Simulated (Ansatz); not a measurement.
Predict the output of the script below (Ansatz 0.2.0 through its Python package).

`f2geh4si_methods.py`
```python
"""F2GeH4Si at several levels of theory."""

import logging
import sys

import ansatz as az

logging.basicConfig(stream=sys.stdout, format="%(levelname)s %(message)s")
logger = logging.getLogger("ansatz_job")
logger.setLevel(logging.INFO)

params = {
    "basis": "def2-SVP",
}

GEOMETRY = """
F    -2.00410    1.00940   -0.28640
Si   -0.39500    1.09290   -0.01370
Ge    0.39870   -1.06350    0.04570
F     0.19340   -1.84980   -1.47800
H     0.27630    1.82920   -1.11250
H    -0.13040    1.77770    1.27050
H     1.98550   -1.02440    0.32530
H    -0.23230   -1.82860    1.19310
"""


def main() -> None:
    f2geh4si = az.Crystal.molecule()
    for line in GEOMETRY.strip().splitlines():
        symbol, *xyz = line.split()
        f2geh4si = f2geh4si.atom(symbol, [float(v) for v in xyz])

    model = f2geh4si.calculation().basis(gaussian=params["basis"])

    methods = ["mp2", "ccsd", "ccsd_t"]
    batch = az.Session.batch([model.correlation(m).input() for m in methods])
    reports = sorted(batch.plan().execute().molecular_reports, key=lambda each: each["member"])
    logger.info(f"Hartree-Fock reference {reports[0]['reference_energy_ev'] / 27.211386246:.6f} Ha")
    best = reports[-1]["free_energy_ev"] - reports[-1]["reference_energy_ev"]
    for method, each in zip(methods, reports):
        gained = each["free_energy_ev"] - each["reference_energy_ev"]
        logger.info(f"{method:8s} total {each['free_energy_ev'] / 27.211386246:.6f} Ha  correlation {gained:9.4f} eV  ({100 * gained / best:.1f} % of the last)")


if __name__ == "__main__":
    main()
```

`python f2geh4si_methods.py` gives:
```text
INFO Hartree-Fock reference -2565.063232 Ha
INFO mp2      total -2565.761821 Ha  correlation  -19.0096 eV  (94.5 % of the last)
INFO ccsd     total -2565.788111 Ha  correlation  -19.7250 eV  (98.0 % of the last)
INFO ccsd_t   total -2565.802677 Ha  correlation  -20.1213 eV  (100.0 % of the last)
```

Reading the output:
- Total energies depend on the basis set; only differences at equal settings carry meaning.
- The geometry is a force-field or estimated start, not a minimum of this method, and the basis set is short of its limit. A lower total doesn't mark the better method: functionals have no common bound, and MP2 and coupled cluster aren't variational.
- Inner cores stay frozen; a filled d shell under the valence of the heavier atoms is correlated with it.

(Lines on the test bed's own set-up are left out of the output.)
